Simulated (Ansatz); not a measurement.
C2H7ClGe3, SMILES C#[C][GeH2][GeH2][GeH2][Cl], a single point in a Gaussian basis

Program: the Ansatz DFT code, driven from Python.

Script `run_energy.py`:
```python
"""Electronic structure of the C2H7ClGe3 molecule."""

from pathlib import Path
import json

import ansatz as az
from ase import Atoms
import numpy as np
import pandas as pd


def main() -> None:
    atoms = Atoms(["C", "C", "Ge", "Ge", "Ge", "Cl", "H", "H", "H", "H", "H", "H", "H"], positions=[
        [2.557, 1.0471, 1.5025],
        [2.1056, 0.2655, 0.7041],
        [1.392, -0.9607, -0.5495],
        [-0.9694, -1.1308, -0.2108],
        [-1.9247, 1.0604, -0.3041],
        [-4.0575, 0.9308, 0.0441],
        [2.953, 1.7337, 2.2037],
        [2.0481, -2.3509, -0.3524],
        [1.6694, -0.4477, -1.9855],
        [-1.2473, -1.753, 1.1812],
        [-1.5931, -2.0198, -1.3166],
        [-1.6613, 1.6766, -1.7017],
        [-1.2717, 1.9491, 0.7851],
    ])
    mol = az.Crystal.molecule_from_ase(atoms)

    model = (
        mol.calculation()
        .basis(gaussian="6-31G*")
        .functional("hf")
        .forces()
        .orbitals()
    )
    outcome = model.run(threads=1, runs_dir="runs")
    data = outcome.report

    print(f"E = {data['free_energy_ev']:.6f} eV = {data['free_energy_ev'] / 27.211386246:.7f} Ha")
    print("converged:", data["converged"], " doubts:", data["published_state_doubts"] or "none")

    state = data["mean_field"]["state"]
    print(f"mean field: {state['energy']['hartree']:.7f} Ha, <S^2> = {abs(state['spin_squared']):.4f}, stability: {state.get('stability', {}).get('kind')}")

    symbols = [site.symbol for site in mol.cartesian_sites]
    print("forces (eV/A)")
    for symbol, f in zip(symbols, data["forces_ev_ang"]):
        print(f"  {symbol:2s} {f[0]:9.4f} {f[1]:9.4f} {f[2]:9.4f}")

    charges = data["charge_distribution"]
    table = pd.DataFrame({"atom": symbols, "mulliken": charges["mulliken_charges_e"], "lowdin": charges["lowdin_charges_e"]})
    print(table.round(3).to_string())
    print("dipole (e A):", np.round(charges["dipole_moment_e_ang"], 4) + 0.0)

    lines = Path(data["orbitals_path"]).read_text().splitlines()
    field_of = lambda key: [line.split("=")[1].strip() for line in lines if line.startswith(key)]
    orbitals = [(27.211386 * float(e), s, float(n)) for e, s, n in zip(field_of("Ene="), field_of("Spin="), field_of("Occup="))]
    homo = max(e for e, _, n in orbitals if n > 0.5)
    lumo = min(e for e, _, n in orbitals if n < 0.5)
    for e, spin, n in sorted(orbitals):
        if homo - 6 < e < lumo + 5:
            print(f"{spin:6s} {e:10.3f} eV  occupation {n:.0f}")
    with open("c2h7clge3.json", "w") as handle:
        json.dump({k: data[k] for k in ("free_energy_ev", "reference_energy_ev", "n_occupied", "n_virtual")}, handle, indent=1)


if __name__ == "__main__":
    main()
```

Running `python run_energy.py` prints:
```text
E = -184071.792491 eV = -6764.5136057 Ha
converged: True  doubts: none
mean field: -6764.5136057 Ha, <S^2> = 0.0000, stability: minimum
forces (eV/A)
  C    -0.5575   -0.8863   -0.9113
  C     0.8031    1.1325    1.1189
  Ge    0.5483   -0.4800   -0.5775
  Ge   -0.5999   -0.8523    0.2177
  Ge    0.5233    0.6160   -0.0958
  Cl   -0.2260    0.1397    0.0109
  H    -0.0001    0.0042    0.0098
  H     0.0046    0.2778   -0.0401
  H     0.0684   -0.0615    0.2457
  H    -0.0055    0.0322   -0.2154
  H     0.0626    0.0701    0.1775
  H    -0.2634    0.0331    0.2401
  H    -0.3579   -0.0254   -0.1805
   atom  mulliken  lowdin
0     C    -0.221  -0.147
1     C    -0.154  -0.097
2    Ge     0.150   0.091
3    Ge     0.054  -0.075
4    Ge     0.312  -0.061
5    Cl    -0.307   0.054
6     H     0.292   0.175
7     H    -0.024   0.003
8     H    -0.031   0.003
9     H    -0.015   0.024
10    H    -0.020   0.020
11    H    -0.023   0.003
12    H    -0.014   0.008
dipole (e A): [ 0.5334  0.0022 -0.0144]
Alpha     -14.789 eV  occupation 2
Alpha     -14.068 eV  occupation 2
Alpha     -13.886 eV  occupation 2
Alpha     -13.564 eV  occupation 2
Alpha     -12.907 eV  occupation 2
Alpha     -12.817 eV  occupation 2
Alpha     -11.996 eV  occupation 2
Alpha     -11.917 eV  occupation 2
Alpha     -10.977 eV  occupation 2
Alpha     -10.865 eV  occupation 2
Alpha     -10.015 eV  occupation 2
Alpha       2.356 eV  occupation 0
Alpha       3.148 eV  occupation 0
Alpha       3.249 eV  occupation 0
Alpha       3.606 eV  occupation 0
Alpha       4.323 eV  occupation 0
Alpha       4.430 eV  occupation 0
Alpha       4.843 eV  occupation 0
Alpha       4.982 eV  occupation 0
Alpha       5.328 eV  occupation 0
Alpha       5.886 eV  occupation 0
Alpha       6.087 eV  occupation 0
Alpha       6.872 eV  occupation 0
Alpha       7.046 eV  occupation 0
Alpha       7.185 eV  occupation 0
```

`c2h7clge3.json`, as written:
```json
{
 "free_energy_ev": -184071.79249102366,
 "reference_energy_ev": -184071.79249102366,
 "n_occupied": [
  66,
  66
 ],
 "n_virtual": [
  102,
  102
 ]
}
```

What to keep in mind:
- Total energies depend on the basis set; only differences at equal settings carry meaning.
- The geometry is a force-field or estimated start, not a minimum of this method, and the basis set is short of its limit.
- The Löwdin charges here are taken after orthogonalising the functions within each atom; they differ from plain Löwdin charges, and their signs can be unphysical.
- Alpha marks a spatial orbital of a restricted run, filled by both spins.
- Levels such as HOMO and LUMO are orbital energies: in Hartree-Fock the gap is too wide and the LUMO hangs on the basis.
- Wall time of the script: 27 s on 1 thread of Arm Neoverse N1 (shared host), peak memory 0.62 GiB.
